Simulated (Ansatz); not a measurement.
The system is BiTe.

```
Bi Te
1.0
     0.00000    3.23500    3.23500
     3.23500    0.00000    3.23500
     3.23500    3.23500    0.00000
Bi Te
1 1
Direct
  0.00000 0.00000 0.00000
  0.50000 0.50000 0.50000
```

A run of Ansatz 0.2.0 on this cell left the log below. Logs are shortened: lines on timing, memory, paths and dates and some standing lists are left out, and cuts for length are marked.

```text
Warning: RAYON_NUM_THREADS=1 ignored (pool sized by the plan → 1); use --threads N
LAPW: plane waves up to 6.813 Å⁻¹, error target 1.0e-3 eV per atom; small_component_spin mean_spin; Te in spheres of 1.584 Å, 24 of its electrons in bands, Dirac shells []; Bi in spheres of 1.651 Å, 37 of its electrons in bands, Dirac shells [] (how accurate: hamiltonian.pseudopotentials.lapw.basis_error, Limitations)
Engine: ansatz 0.2.0, aarch64-unknown-linux-gnu
Pseudopotentials: kind: all_electron
Pseudopotential: Bi, LAPW, valence charge 37, lapw/all_electron/scalar/gaussian/Bi, Koelling and Harmon's equation, gaussian nucleus
Pseudopotential: Te, LAPW, valence charge 24, lapw/all_electron/scalar/gaussian/Te, Koelling and Harmon's equation, gaussian nucleus
Functional definition: PBEsol
  exchange = pbesol_x
  correlation = pbesol_c
Crystal: 2 atoms, lattice volume = 67.710 Å³
Basis set: ecut = 176.83177275377298 eV, 339 PW (Γ), exchange–correlation at level 2
Bands: 37, of which v1, the nominal top of the filled ones, is band 31 counted from 1 (30 counted from 0)
Symmetry: 48 space group operations
Space group: Fm-3m (ITA 225), of the structure as read, at distance tolerance 4.1e-5 Å
k-points: 20 of 343
Non-local potential: Bi, projectors of the file, none
Non-local potential: Te, projectors of the file, none
Initial density: superposition of atomic densities (chi_scale 0.1, normalization cell, long waves kept (reshape's long-wave potential 0.00 eV rms))
Initial wavefunctions: plane waves of lowest kinetic energy (no species holds an atomic orbital)
Functional: x = pbesol(κ = 0.804, μ = 0.12345679012345678), c = pbesol(β = 0.046)
iter 1 solved again at ethr=1.83e-4 eV; its pass at ethr=1.00e-1 eV (dr2=1.11e-1 eV) is discarded
SCF iter   1: F=—  HF=-770357.568251 eV  |F-HF|=—  |Δ(HF+E_count)|=         —  Δρ=9.43e-3  dr2=1.11e-1  ethr=1.83e-4  ⟨swp⟩=2.9  Hψ=4678  notcnv=0
preconditioner: auto → LDOS  [metal: Δε(μ)=0.054 eV  Ē_g=10.917 eV  σ=0.050 eV  W_gap=0.26  n_scr=14 (ndim 8)  ℏωp=15.0 eV  f_vac=0.106  D(μ)=2.67/eV (n_scr^D=14)  β→1.0]
SCF iter   2: F=—  HF=-770357.542729 eV  |F-HF|=—  |Δ(HF+E_count)|=   2.55e-2  Δρ=3.15e-3  dr2=1.59e-2  ethr=1.83e-4  ⟨swp⟩=2.0  Hψ=2195  notcnv=0
iter 3 solved again at ethr=1.26e-6 eV; its pass at ethr=2.60e-5 eV (dr2=7.69e-4 eV) is discarded
SCF iter   3: F=—  HF=-770357.543082 eV  |F-HF|=—  |Δ(HF+E_count)|=   3.53e-4  Δρ=6.99e-4  dr2=7.68e-4  ethr=1.26e-6  ⟨swp⟩=2.0  Hψ=3697  notcnv=0
SCF iter   4: F=—  HF=-770357.538010 eV  |F-HF|=—  |Δ(HF+E_count)|=   5.07e-3  Δρ=3.29e-4  dr2=1.09e-4  ethr=1.26e-6  ⟨swp⟩=2.0  Hψ=2178  notcnv=0
SCF iter   5: F=—  HF=-770357.537914 eV  |F-HF|=—  |Δ(HF+E_count)|=   9.60e-5  Δρ=9.36e-5  dr2=9.47e-6  ethr=1.79e-7  ⟨swp⟩=2.0  Hψ=2178  notcnv=0
SCF iter   6: F=—  HF=-770357.537905 eV  |F-HF|=—  |Δ(HF+E_count)|=   8.88e-6  Δρ=4.18e-5  dr2=1.97e-6  ethr=1.55e-8  ⟨swp⟩=2.0  Hψ=2178  notcnv=0
SCF iter   7: F=—  HF=-770357.537905 eV  |F-HF|=—  |Δ(HF+E_count)|=   2.61e-7  Δρ=1.48e-5  dr2=2.79e-7  ethr=3.23e-9  ⟨swp⟩=2.0  Hψ=2178  notcnv=0
SCF iter   8: F=-770357.537905 eV  HF=-770357.537905 eV  |F-HF|=2.33e-9  |Δ(HF+E_count)|=   1.14e-8  Δρ=2.89e-6  dr2=7.80e-9  ethr=4.58e-10  ⟨swp⟩=2.3  Hψ=2184  notcnv=0
SCF 1 converged in 8 iterations: F = -770357.537905 eV  dr2 = 7.80e-9
NSCF: frozen V_eff on 43 k-points
SCF converged after 8 iterations
Free energy (F): -770357.537905 eV
Harris-Foulkes:  -770357.537905 eV  (|F-HF|=2.33e-9)
Internal energy: -770357.516530 eV  (E = F + TS)
E sigma→0 (E₀):  -770357.527218 eV
Entropy (-TS):   -0.021375 eV (-10.688 meV/atom)
Fermi energy:    12.586487 eV
--- Per-component energies (eV) ---
  E_band       = -3816.692749
  E_kinetic    = 872943.852030
  E_xc         = -15360.751916
  E_electrostatic = -1627940.616644  (all electrons and nuclei)
  E_smearing   = -0.021375  (= −TS)
  E_closure    = 0.000000  (closes the sum)
  E_atoms      = -770349.614598  (free atoms, spherical and without spin; not in F)
  Σ components = -770357.537905   (vs F -770357.537905, Δ=0.00e0)
  Basis errors (estimates in eV, not in F): energy 3.3e-4 per atom: plane waves 3.2e-4 (1.7e-4 summed), levels above the bands 4.7e-58, relativity 1.7e-8, radial functions 1.0e-5, core shells 3.1e-9; eigenvalues (radial functions only) 2.7e-6; not estimated: angular momenta, meshes, grids; target (lapw.basis_error) 1.0e-3; muffin-tin radii Te 1.584 Å, Bi 1.651 Å
--- Forces (eV/Å), atoms counted from 1 ---
  atom   1  Bi    -0.00000000     0.00000000    -0.00000000
  atom   2  Te     0.00000000     0.00000000     0.00000000
  max |Σ_I F_I| component: 3.88e-31 eV/Å
--- Stress (GPa, compression-positive) ---
       -1.531574       0.000000       0.000000
        0.000000      -1.531574      -0.000000
        0.000000      -0.000000      -1.531574
  P = ⅓ Tr σ = -1.5316 GPa (-15.316 kbar)
--- Band table (eV; the first three rows and the last of 20) ---
  k-point 0: bands = ["-147.0829", "-140.9384", "-136.0949", "-136.0935", "-136.0935", "-136.0935", "-136.0923", "-136.0923", "-136.0923", "-97.1852", "-97.1852", "-97.1852", "-79.1407", "-79.1407", "-79.1407", "-24.6214", "-24.6214", "-24.6196", "-24.6196", "-24.6196", "-10.5198", "-10.5198", "-10.5150", "-10.5150", "-10.5150", "-0.9672", "4.4271", "10.0324", "10.0324", "10.0324", "14.7109", "14.7109", "14.7109", "17.2177", "17.2177", "17.2177", "18.5599"]
  k-point 1: bands = ["-147.0829", "-140.9384", "-136.0949", "-136.0935", "-136.0935", "-136.0935", "-136.0923", "-136.0923", "-136.0923", "-97.1852", "-97.1852", "-97.1852", "-79.1407", "-79.1407", "-79.1407", "-24.6214", "-24.6214", "-24.6195", "-24.6195", "-24.6195", "-10.5206", "-10.5206", "-10.5147", "-10.5139", "-10.5139", "-0.7850", "3.9870", "10.0922", "10.0922", "10.2032", "13.9229", "14.0576", "14.0576", "17.0387", "17.5837", "17.5837", "19.7076"]
  k-point 2: bands = ["-147.0829", "-140.9384", "-136.0949", "-136.0935", "-136.0935", "-136.0935", "-136.0923", "-136.0923", "-136.0923", "-97.1852", "-97.1852", "-97.1852", "-79.1407", "-79.1407", "-79.1407", "-24.6213", "-24.6213", "-24.6194", "-24.6193", "-24.6193", "-10.5229", "-10.5229", "-10.5139", "-10.5110", "-10.5110", "-0.2491", "2.9475", "10.2892", "10.2892", "10.5325", "12.7276", "12.9347", "12.9347", "17.5628", "18.6184", "18.6184", "21.6849"]
  k-point 19: bands = ["-147.0829", "-140.9384", "-136.0949", "-136.0935", "-136.0935", "-136.0935", "-136.0923", "-136.0923", "-136.0923", "-97.1852", "-97.1852", "-97.1852", "-79.1407", "-79.1407", "-79.1407", "-24.6215", "-24.6211", "-24.6194", "-24.6191", "-24.6188", "-10.5298", "-10.5202", "-10.5129", "-10.5101", "-10.5052", "1.2879", "1.6812", "7.4731", "8.0606", "10.6026", "12.6662", "15.7919", "16.6387", "17.1725", "18.3057", "21.7935", "22.0157"]
```

Q: Write the input and the command behind it.

A: Band structure with PBEsol, no spin polarisation. The files as run (others can give the same):

input.yaml
```yaml
crystal:
  lattice:
    - [0.0, 3.235, 3.235]
    - [3.235, 0.0, 3.235]
    - [3.235, 3.235, 0.0]
  atoms:
    - { symbol: Bi, position: [0.0, 0.0, 0.0] }
    - { symbol: Te, position: [0.5, 0.5, 0.5] }
kpoints:
  mp_grid: { grid: [7, 7, 7] }
  band_path:
    path:
      - [0.0, 0.0, 0.0]
      - [0.5, 0.0, 0.5]
      - [0.5, 0.25, 0.75]
      - [0.375, 0.375, 0.75]
      - [0.0, 0.0, 0.0]
      - [0.5, 0.5, 0.5]
      - [0.625, 0.25, 0.625]
      - [0.5, 0.25, 0.75]
    npoints: 6
scf:
  occupations: { method: fermi_dirac, width: 0.05 }
hamiltonian:
  xc: pbesol
  pseudopotentials: { kind: all_electron, lapw: { basis_error: 0.001 } }
output:
  forces: true
  stress: true
  eigenvalues: true
```

Potentials or basis: all-electron LAPW, scalar-relativistic.
Launch:
```bash
$ ansatz run input.yaml --threads 1 --pin off --max-ram 3072MiB --backend cpu --events-out ev --progress --plain --runs-dir out
```

Caveat: spin-orbit coupling is left out, which moves the levels of the heavy elements.
